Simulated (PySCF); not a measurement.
**Selenium: the same states on changed settings**

These states were run before on sound settings. What differs here: initial guess minao, at most 50 SCF cycles. What does it move?

Program: PySCF 2.14.0. Level of theory: unrestricted determinants in a Gaussian basis, no spin-orbit coupling in the energies. These are calculated values, not measurements, unless marked.

### 1 The system

* Element: selenium (Z = 34)
* Basis: def2-SVP
* Hamiltonian: the non-relativistic Hamiltonian (point nucleus)
* State 1: Se²⁺: [Ar] 3d10 4s2 4p2, high-spin 3P determinant
* State 2: Se³⁺: [Ar] 3d10 4s2 4p1, 2P determinant
* Methods: UHF, LDA, TPSS, MP2, CCSD(T)
* Core shells frozen in the correlated runs: valence: [Ar] 3d10 (for Se²⁺)

Outer shells as boxes (Hund's rule):

Se2+ [Ar] 3d10 4s2 4p2
```
[Ar] core
3d [↑↓][↑↓][↑↓][↑↓][↑↓]
4s [↑↓]
4p [↑ ][↑ ][  ]
```

Se3+ [Ar] 3d10 4s2 4p1
```
[Ar] core
3d [↑↓][↑↓][↑↓][↑↓][↑↓]
4s [↑↓]
4p [↑ ][  ][  ]
```

The sound run (def2-SVP, the non-relativistic Hamiltonian (point nucleus), symmetry-adapted start, fine grid, valence correlation) gave:

```tsv
species	method	energy (hartree)
Se²⁺	UHF	-2398.44768
Se²⁺	LDA	-2396.61008
Se²⁺	TPSS	-2399.98613
Se²⁺	MP2 (valence)	-2398.49403
Se²⁺	CCSD(T) (valence)	-2398.51229
Se³⁺	UHF	-2397.31118
Se³⁺	LDA	-2395.44361
Se³⁺	TPSS	-2398.82451
Se³⁺	MP2 (valence)	-2397.34768
Se³⁺	CCSD(T) (valence)	-2397.36469
```

One driver process ran all states and methods and kept the integrals in memory. Each run is shown as a PySCF script that sums up its settings (the driver passes frozen orbitals as a list and adds second-order terms of double hybrids); the logs are those of the runs themselves.

It was started by

```bash
> OMP_NUM_THREADS=1 python atomrun2.py TASK.json OUT
```

The integrals over 32 functions and the set-up took 0.04 s of CPU time.

### 2 Changed run, Se²⁺

UHF:

Input file input.py:

```python
from pyscf import gto, scf, dft, mp, cc
import basis_set_exchange as bse
mol = gto.M(atom="Se 0 0 0", charge=2, spin=2, symmetry="D2h",
            basis=gto.basis.parse(bse.get_basis("def2-SVP", elements=["Se"], fmt="nwchem", header=False)))
mf = scf.UHF(mol)
mf.irrep_nelec = {'Ag': (6, 6), 'B1g': (1, 1), 'B2g': (1, 1), 'B3g': (1, 1), 'B1u': (3, 2), 'B2u': (3, 2), 'B3u': (2, 2)}
mf.init_guess = "minao"
mf.max_cycle = 50
mf.kernel()
```

The log of the run:

```text
damping factor = 0
level_shift factor = 0
DIIS = <class 'pyscf.scf.diis.CDIIS'>
diis_start_cycle = 1
diis_space = 10
diis_damp = 0
SCF conv_tol = 1e-09
SCF conv_tol_grad = None
number electrons alpha = 17  beta = 15
irrep_nelec {'Ag': (6, 6), 'B1g': (1, 1), 'B2g': (1, 1), 'B3g': (1, 1), 'B1u': (3, 2), 'B2u': (3, 2), 'B3u': (2, 2)}
alpha HOMO (B2u) = -0.267901754122422  LUMO (B3u) = -0.267901754122421

WARN: HOMO -0.267901754122422 >= LUMO -0.267901754122424

cycle= 1 E= -2398.35657505005  delta_E= -0.0356  |g|= 0.336  |ddm|= 1.12
alpha HOMO (B1u) = -1.19180164419727  LUMO (B3u) = -0.831482757061454
  HOMO = -1.1918016442  LUMO = -0.831482757061  gap/eV = 9.80478
cycle= 2 E= -2398.44260976055  delta_E= -0.086  |g|= 0.137  |ddm|= 0.822
alpha HOMO (B2u) = -1.15892082846309  LUMO (B3u) = -0.768875465479989
  HOMO = -1.15892082846  LUMO = -0.76887546548  gap/eV = 10.61367
cycle= 3 E= -2398.44705605634  delta_E= -0.00445  |g|= 0.0305  |ddm|= 0.0874
alpha HOMO (B1u) = -1.15184882044998  LUMO (B3u) = -0.748085418786707
  HOMO = -1.15184882045  LUMO = -0.748085418787  gap/eV = 10.98696
cycle= 4 E= -2398.44765165776  delta_E= -0.000596  |g|= 0.00542  |ddm|= 0.0598
alpha HOMO (B2u) = -1.15247571781424  LUMO (B3u) = -0.747208876027337
  HOMO = -1.15247571781  LUMO = -0.747208876027  gap/eV = 11.02787
cycle= 5 E= -2398.44767866906  delta_E= -2.7e-05  |g|= 0.000551  |ddm|= 0.0189
alpha HOMO (B1u) = -1.15271266048111  LUMO (B3u) = -0.747151681680064
  HOMO = -1.15271266048  LUMO = -0.74715168168  gap/eV = 11.03588
cycle= 6 E= -2398.44767892719  delta_E= -2.58e-07  |g|= 1.64e-05  |ddm|= 0.00242
alpha HOMO (B2u) = -1.15270405931034  LUMO (B3u) = -0.747157005842024
  HOMO = -1.15270405931  LUMO = -0.747157005842  gap/eV = 11.03550
cycle= 7 E= -2398.44767892734  delta_E= -1.5e-10  |g|= 1.59e-06  |ddm|= 3.64e-05
converged SCF energy = -2398.44767892734  <S^2> = 2.0078897  2S+1 = 3.0052552
```

Time after the integrals: 0.13 s (1 thread of Intel Xeon Platinum 8375C at 2.90GHz, shared host).

Orbital energies by shell (radii are means over both spins):

```tsv
shell	electrons	mean orbital energy (eV)	spread (eV)	rms radius (bohr)
1s α	1	-12562.8	0	0.0521
1s β	1	-12562.5	0	0.0521
2s α	1	-1673.3	0	0.216
2s β	1	-1673.2	0	0.216
2p α	3	-1499.6	0.081	0.191
2p β	3	-1499.4	0.227	0.191
3s α	1	-265.97	0	0.624
3s β	1	-265.50	0	0.624
3p α	3	-204.26	0.066	0.640
3p β	3	-203.63	0.748	0.640
3d α	5	-94.957	0.407	0.692
3d β	5	-94.632	0.716	0.692
4s α	1	-45.038	0	1.87
4s β	1	-39.100	0	1.87
4p α	2	-31.367	0	2.17
```

⟨S²⟩ = 2.008, ⟨L²⟩ = 2.02.

LDA:

input.py differs from the last one in:

```diff
@@ -4,3 +4,3 @@
             basis=gto.basis.parse(bse.get_basis("def2-SVP", elements=["Se"], fmt="nwchem", header=False)))
-mf = scf.UHF(mol)
+mf = dft.UKS(mol, xc="LDA,VWN")
 mf.irrep_nelec = {'Ag': (6, 6), 'B1g': (1, 1), 'B2g': (1, 1), 'B3g': (1, 1), 'B1u': (3, 2), 'B2u': (3, 2), 'B3u': (2, 2)}
```

The log of the run:

```text
damping factor = 0
level_shift factor = 0
DIIS = <class 'pyscf.scf.diis.CDIIS'>
diis_start_cycle = 1
diis_space = 10
diis_damp = 0
SCF conv_tol = 1e-09
SCF conv_tol_grad = None
number electrons alpha = 17  beta = 15
irrep_nelec {'Ag': (6, 6), 'B1g': (1, 1), 'B2g': (1, 1), 'B3g': (1, 1), 'B1u': (3, 2), 'B2u': (3, 2), 'B3u': (2, 2)}
XC functionals = LDA,VWN
    P. A. M. Dirac.,  Math. Proc. Cambridge Philos. Soc. 26, 376 (1930)
    F. Bloch.,  Z. Phys. 57, 545 (1929)
    S. H. Vosko, L. Wilk, and M. Nusair.,  Can. J. Phys. 58, 1200 (1980)
alpha HOMO (B2u) = -0.25174943809257  LUMO (B3u) = -0.251749438092576

WARN: HOMO -0.25174943809257 >= LUMO -0.25174943809258

cycle= 1 E= -2396.53068614822  delta_E=  0.3  |g|= 0.405  |ddm|= 1.13
alpha HOMO (B2u) = -1.04808893891396  LUMO (B3u) = -1.05964935925106

WARN: HOMO -1.04808893891396 >= LUMO -1.05964935925106

cycle= 2 E= -2396.59020220606  delta_E= -0.0595  |g|= 0.348  |ddm|= 1.17
alpha HOMO (B2u) = -0.989646681825522  LUMO (B3u) = -0.999894542469448

WARN: HOMO -0.989646681825522 >= LUMO -0.999894542469448

cycle= 3 E= -2396.6098064502  delta_E= -0.0196  |g|= 0.0207  |ddm|= 0.236
alpha HOMO (B2u) = -0.967410133918488  LUMO (B3u) = -0.976722959405874

WARN: HOMO -0.967410133918488 >= LUMO -0.976722959405874

cycle= 4 E= -2396.61007606445  delta_E= -0.00027  |g|= 0.00129  |ddm|= 0.0632
alpha HOMO (B1u) = -0.967397663900911  LUMO (B3u) = -0.976357648383436

WARN: HOMO -0.967397663900911 >= LUMO -0.976357648383436

cycle= 5 E= -2396.61007637603  delta_E= -3.12e-07  |g|= 4.27e-05  |ddm|= 0.00109
alpha HOMO (B2u) = -0.967404183154373  LUMO (B3u) = -0.976368327866862

WARN: HOMO -0.967404183154373 >= LUMO -0.976368327866862

cycle= 6 E= -2396.61007637665  delta_E= -6.16e-10  |g|= 2.96e-06  |ddm|= 4.42e-05
converged SCF energy = -2396.61007637665  <S^2> = 2.000781  2S+1 = 3.0005206
```

It took 0.18 s on 1 thread of Intel Xeon Platinum 8375C at 2.90GHz, shared host, the integrals not counted.

TPSS:

input.py differs from the last one in:

```diff
@@ -4,3 +4,3 @@
             basis=gto.basis.parse(bse.get_basis("def2-SVP", elements=["Se"], fmt="nwchem", header=False)))
-mf = dft.UKS(mol, xc="LDA,VWN")
+mf = dft.UKS(mol, xc="TPSS")
 mf.irrep_nelec = {'Ag': (6, 6), 'B1g': (1, 1), 'B2g': (1, 1), 'B3g': (1, 1), 'B1u': (3, 2), 'B2u': (3, 2), 'B3u': (2, 2)}
```

The log of the run:

```text
damping factor = 0
level_shift factor = 0
DIIS = <class 'pyscf.scf.diis.CDIIS'>
diis_start_cycle = 1
diis_space = 10
diis_damp = 0
SCF conv_tol = 1e-09
SCF conv_tol_grad = None
number electrons alpha = 17  beta = 15
irrep_nelec {'Ag': (6, 6), 'B1g': (1, 1), 'B2g': (1, 1), 'B3g': (1, 1), 'B1u': (3, 2), 'B2u': (3, 2), 'B3u': (2, 2)}
XC functionals = TPSS
    J. Tao, J. P. Perdew, V. N. Staroverov, and G. E. Scuseria.,  Phys. Rev. Lett. 91, 146401 (2003)
    J. P. Perdew, J. Tao, V. N. Staroverov, and G. E. Scuseria.,  J. Chem. Phys. 120, 6898 (2004)
    J. Tao, J. P. Perdew, V. N. Staroverov, and G. E. Scuseria.,  Phys. Rev. Lett. 91, 146401 (2003)
    J. P. Perdew, J. Tao, V. N. Staroverov, and G. E. Scuseria.,  J. Chem. Phys. 120, 6898 (2004)
alpha HOMO (B2u) = -0.248529408446176  LUMO (B3u) = -0.248529408446176

WARN: HOMO -0.248529408446176 >= LUMO -0.248529408446176

cycle= 1 E= -2399.90215947139  delta_E= 0.277  |g|= 0.395  |ddm|= 1.13
alpha HOMO (B1u) = -1.05320316985536  LUMO (B3u) = -1.04367623595954
  HOMO = -1.05320316986  LUMO = -1.04367623596  gap/eV = 0.25924
cycle= 2 E= -2399.96944997574  delta_E= -0.0673  |g|= 0.325  |ddm|= 1.16
alpha HOMO (B1u) = -0.995516916147961  LUMO (B3u) = -0.984414954717794
  HOMO = -0.995516916148  LUMO = -0.984414954718  gap/eV = 0.30210
cycle= 3 E= -2399.9859660009  delta_E= -0.0165  |g|= 0.0194  |ddm|= 0.208
alpha HOMO (B1u) = -0.972028023002118  LUMO (B3u) = -0.959866671570125
  HOMO = -0.972028023002  LUMO = -0.95986667157  gap/eV = 0.33093
cycle= 4 E= -2399.98613321322  delta_E= -0.000167  |g|= 0.00168  |ddm|= 0.0511
alpha HOMO (B1u) = -0.9719730399437  LUMO (B3u) = -0.959289735422495
  HOMO = -0.971973039944  LUMO = -0.959289735422  gap/eV = 0.34513
cycle= 5 E= -2399.98613415742  delta_E= -9.44e-07  |g|= 6.68e-05  |ddm|= 0.00222
alpha HOMO (B1u) = -0.972008533001397  LUMO (B3u) = -0.95929879825299
  HOMO = -0.972008533001  LUMO = -0.959298798253  gap/eV = 0.34585
cycle= 6 E= -2399.98613415947  delta_E= -2.05e-09  |g|= 2.39e-06  |ddm|= 7.62e-05
alpha HOMO (B2u) = -0.972010118308942  LUMO (B3u) = -0.959298230446774
  HOMO = -0.972010118309  LUMO = -0.959298230447  gap/eV = 0.34591
cycle= 7 E= -2399.98613415948  delta_E= -4.09e-12  |g|= 1.9e-07  |ddm|= 3.68e-06
converged SCF energy = -2399.98613415948  <S^2> = 2.0020576  2S+1 = 3.0013714
```

It took 0.75 s on 1 thread of Intel Xeon Platinum 8375C at 2.90GHz, shared host, the integrals not counted.

MP2 (valence):

input.py differs from the last one in:

```diff
@@ -4,3 +4,3 @@
             basis=gto.basis.parse(bse.get_basis("def2-SVP", elements=["Se"], fmt="nwchem", header=False)))
-mf = dft.UKS(mol, xc="TPSS")
+mf = scf.UHF(mol)
 mf.irrep_nelec = {'Ag': (6, 6), 'B1g': (1, 1), 'B2g': (1, 1), 'B3g': (1, 1), 'B1u': (3, 2), 'B2u': (3, 2), 'B3u': (2, 2)}
@@ -9 +9,2 @@
 mf.kernel()
+mp.UMP2(mf, frozen=14).kernel()
```

No log was kept for this step.

It took 0.01 s on 1 thread of Intel Xeon Platinum 8375C at 2.90GHz, shared host, the integrals not counted.

With 4 electrons correlated, the MP2 correlation energy is -0.04635 hartree (-0.00736 same spin, -0.03899 opposite spin); the SCS form gives -0.04924. Largest pairs of shells: 4s-4p -0.0281, 4s-4s -0.0135, 4p-4p -0.0047.

CCSD(T) (valence):

input.py differs from the last one in:

```diff
@@ -9,2 +9,3 @@
 mf.kernel()
-mp.UMP2(mf, frozen=14).kernel()
+mycc = cc.CCSD(mf, frozen=14).run()
+mycc.ccsd_t()
```

The log of the run:

```text
CC2 = 0
CCSD nocc = (np.int64(3), np.int64(1)), nmo = (18, 18)
frozen orbitals [[0, 1, 2, 3, 4, 5, 6, 7, 8, 9, 10, 11, 12, 13], [0, 1, 2, 3, 4, 5, 6, 7, 8, 9, 10, 11, 12, 13]]
max_cycle = 100
direct = 0
conv_tol = 1e-08
conv_tol_normt = 1e-06
diis_space = 8
diis_start_cycle = 0
Init t2, MP2 energy = -0.0463467162228552
Init E_corr(UCCSD) = -0.0463467162236735
cycle = 1  E_corr(UCCSD) = -0.0585528673096893  dE = -0.0122061511  norm(t1,t2) = 0.0442346
cycle = 2  E_corr(UCCSD) = -0.062033150342924  dE = -0.00348028303  norm(t1,t2) = 0.0159698
cycle = 3  E_corr(UCCSD) = -0.0639108833767703  dE = -0.00187773303  norm(t1,t2) = 0.00676159
cycle = 4  E_corr(UCCSD) = -0.0638936038834828  dE = 1.72794933e-05  norm(t1,t2) = 0.00102419
cycle = 5  E_corr(UCCSD) = -0.0639030050393182  dE = -9.40115584e-06  norm(t1,t2) = 0.000132941
cycle = 6  E_corr(UCCSD) = -0.0639000614900692  dE = 2.94354925e-06  norm(t1,t2) = 1.62097e-05
cycle = 7  E_corr(UCCSD) = -0.0639010599118636  dE = -9.98421794e-07  norm(t1,t2) = 2.73954e-06
cycle = 8  E_corr(UCCSD) = -0.0639008109875245  dE = 2.48924339e-07  norm(t1,t2) = 7.36341e-07
cycle = 9  E_corr(UCCSD) = -0.0639008159115267  dE = -4.92400226e-09  norm(t1,t2) = 7.63264e-08
UCCSD converged
E(UCCSD) = -2398.511579743256  E_corr = -0.06390081591152673
UCCSD(T) correction = -0.000709734470971898
```

Time after the integrals: 0.12 s (1 thread of Intel Xeon Platinum 8375C at 2.90GHz, shared host).

CCSD correlation -0.06390 hartree, triples -0.00071; total -2398.512289. T1 = 0.006, largest double amplitude 0.099.

(Part 1 of 2 ends here.)
